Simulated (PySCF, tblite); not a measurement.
**C₈H₁₁BO: geometry, infrared bands and NMR shifts**

Aim: predict the infrared bands and NMR shifts of C₈H₁₁BO (`COC1=CC=CC=CB1C`).

Computed with tblite 0.8.0 and PySCF 2.14.0, with density-fitted response routines of our own, on a single molecule in the gas phase. Atoms count from 0, in the outputs and in this text.

### 1 The molecule as given

21 atoms, charge 0, multiplicity 1; geometry from: force field or distance geometry start.

Bonds of the start (Å): C0–O1 1.42, O1–C2 1.42, C2–C3 1.33, C3–C4 1.48, C4–C5 1.33, C5–C6 1.48, C6–C7 1.33, C7–B8 1.56, B8–C9 1.60, B8–C2 1.57, C0–H10 1.12, C0–H11 1.11, C0–H12 1.10, C3–H13 1.08, C4–H14 1.08, C5–H15 1.08, C6–H16 1.09, C7–H17 1.07, C9–H18 1.11, C9–H19 1.12, C9–H20 1.11.

### 2 Relaxing the molecule with GFN2-xTB

The job: settings as JSON, then the geometry in Å.

```
{"job": {"kind": "relax", "xc": "GFN2-xTB", "basis": "xTB"}, "charge": 0, "multiplicity": 1}
C     -3.036400    -0.763400    -0.032000
O     -1.980900     0.184500     0.022100
C     -0.600500    -0.126100    -0.112200
C     -0.191400    -1.372100    -0.360400
C      1.183900    -1.825800    -0.652000
C      2.336800    -1.300000    -0.239100
C      2.542600    -0.117000     0.621500
C      1.750600     0.947400     0.714400
B      0.368400     1.098700     0.000900
C     -0.272100     2.564200    -0.022300
H     -4.007400    -0.230300     0.130700
H     -2.930300    -1.531500     0.764200
H     -3.078800    -1.239500    -1.021800
H     -0.926000    -2.161900    -0.455400
H      1.251000    -2.739900    -1.218400
H      3.240800    -1.840900    -0.481800
H      3.496500    -0.058000     1.139200
H      2.091000     1.785200     1.287300
H     -1.034400     2.635600    -0.821100
H      0.530100     3.316900    -0.222300
H     -0.742400     2.790900     0.958100
```

Started as:

```bash
> OMP_NUM_THREADS=1 python probes_run.py task.json out
```

This one command runs all jobs of the session in turn.

**Question.** This job is followed by: GFN2-xTB harmonic vibrations, gas phase; GIAO PBE0/pcSseg-1 NMR shielding, non-relativistic, gas phase. Predict these results of the whole session: strongest single infrared mode (GFN2-xTB); zero-point energy (GFN2-xTB); ¹³C shifts against TMS (PBE0/pcSseg-1); ¹H shifts against TMS (PBE0/pcSseg-1, means over atoms taken as alike); ¹⁷O shifts against H2O (PBE0/pcSseg-1); ¹¹B shifts against BF3·OEt2 (PBE0/pcSseg-1).

**Answer**, as computed:

| quantity | value |
| --- | --- |
| strongest single infrared mode (GFN2-xTB) | 1195 cm⁻¹, 327 km/mol |
| zero-point energy (GFN2-xTB) | 106.3 kcal/mol |
| ¹³C shifts against TMS (PBE0/pcSseg-1) | 193.4, 156.0, 155.2, 139.7, 133.9, 124.7, 55.6, 10.2 ppm |
| ¹H shifts against TMS (PBE0/pcSseg-1, means over atoms taken as alike) | 8.29, 8.19, 7.51, 7.28, 6.98, 4.02, 1.04 ppm |
| ¹⁷O shifts against H2O (PBE0/pcSseg-1) | 152.9 ppm |
| ¹¹B shifts against BF3·OEt2 (PBE0/pcSseg-1) | 48.7 ppm |

In words: Over 103 steps the energy fell by 0.584 eV; of the close pairs, C3–C4 changed most, 1.477 to 1.405 Å. No mode is imaginary among the 57: a minimum at this level. The strongest single mode, at 1195 cm⁻¹, is spread over many atoms; the largest shares are those of C2, O1. Unscaled tight-binding wavenumbers are off by several per cent, some by more. Its intensities can rank the bands wrongly. At PBE0/pcSseg-1: The largest span, 272 ppm, is at C7, where the paramagnetic term is -229 ppm. NICS(1)zz of -17 ppm above the planar ring from C2 marks a diatropic (aromatic) ring current.
